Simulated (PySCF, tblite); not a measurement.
# C₆H₁₁P: geometry, infrared bands and NMR shifts

Wanted: the infrared bands and NMR shifts of C₆H₁₁P (`C=CP1CC[C@H]1C`), by calculation.

The runs use tblite 0.8.0 and PySCF 2.14.0, with density-fitted response routines of our own; the level of theory stands in each step. All values are computed, except where a source is named. Atoms count from 0, in the outputs and in this text.

## 1. The molecule as given

18 atoms, charge 0, multiplicity 1; geometry from: force field or distance geometry start.

Bonds of the start (Å): C0–C1 1.36, C1–P2 1.84, P2–C3 1.86, C3–C4 1.55, C4–C5 1.55, C5–C6 1.51, C5–P2 1.87, C0–H7 1.09, C0–H8 1.08, C1–H9 1.08, C3–H10 1.09, C3–H11 1.09, C4–H12 1.10, C4–H13 1.10, C5–H14 1.11, C6–H15 1.10, C6–H16 1.10, C6–H17 1.10.

## 2. Geometry optimisation with GFN2-xTB

Job settings and geometry (Å):

```
{"job": {"kind": "relax", "xc": "GFN2-xTB", "basis": "xTB"}, "charge": 0, "multiplicity": 1}
C      2.568400    -1.119600     0.799500
C      1.554900    -0.630200     0.044700
P      0.720700     0.912300     0.600600
C      0.226200     1.645200    -1.031100
C     -0.985000     0.673900    -1.097200
C     -1.089000     0.466700     0.433300
C     -1.610600    -0.867000     0.908600
H      2.898000    -0.627900     1.718200
H      3.082700    -2.027400     0.507300
H      1.271300    -1.165900    -0.846300
H      0.978900     1.532100    -1.805900
H     -0.043700     2.687500    -0.893900
H     -1.883600     1.124900    -1.543900
H     -0.776900    -0.241900    -1.678600
H     -1.643800     1.289700     0.922900
H     -2.680100    -0.961700     0.691700
H     -1.498800    -0.967000     2.000300
H     -1.098300    -1.717500     0.438000
```

Started as:

```
OMP_NUM_THREADS=1 python probes_run.py task.json out
```

The driver reads the jobs from task.json and runs them one after another.

**Question.** This job is followed by: GFN2-xTB harmonic vibrations, gas phase; GIAO PBE0/pcSseg-1 NMR shielding, non-relativistic, gas phase. Predict these results of the whole session: strongest single infrared mode (GFN2-xTB); zero-point energy (GFN2-xTB); 13C shifts against TMS (PBE0/pcSseg-1); 1H shifts against TMS (PBE0/pcSseg-1, means over atoms taken as alike); 31P shifts against H3PO4 (PBE0/pcSseg-1); surface potential, 1st and 99th percentile.

As calculated:

| quantity | value |
| --- | --- |
| strongest single infrared mode (GFN2-xTB) | 2957 cm⁻¹, 58 km/mol |
| zero-point energy (GFN2-xTB) | 95.2 kcal/mol |
| 13C shifts against TMS (PBE0/pcSseg-1) | 150.0, 138.5, 37.3, 35.4, 20.4, 19.3 ppm |
| 1H shifts against TMS (PBE0/pcSseg-1, means over atoms taken as alike) | 6.94, 6.51, 5.80, 2.59, 2.49, 2.47, 2.13, 1.39, 1.07 ppm |
| 31P shifts against H3PO4 (PBE0/pcSseg-1) | 10.3 ppm |
| surface potential, 1st and 99th percentile | -1.17 V and 0.77 V |

**Reading.** Over 142 steps the energy fell by 0.186 eV; of the close pairs, P2–C5 changed most, 1.871 to 1.903 Å. No mode is imaginary among the 48: a minimum at this level. The strongest single mode, at 2957 cm⁻¹, moves mainly H12. GFN2-xTB is a fitted tight-binding method: band positions and strengths are rough. Its intensities can rank the bands wrongly. The most deshielded carbon is C1 (alkene CH), at 150.0 ppm: an sp2 carbon of a C=C bond. The most deshielded hydrogen is H9 (hydrogen on an alkene CH), at 6.94 ppm: attached to an sp2 carbon and in the plane of the double bond. By nearest atom (PBE0/pcSseg-1), the HOMO sits on P2 51 %; C0, C5 about 10 % each and the LUMO on C0, C1 about 23 % each; P2 14 %.
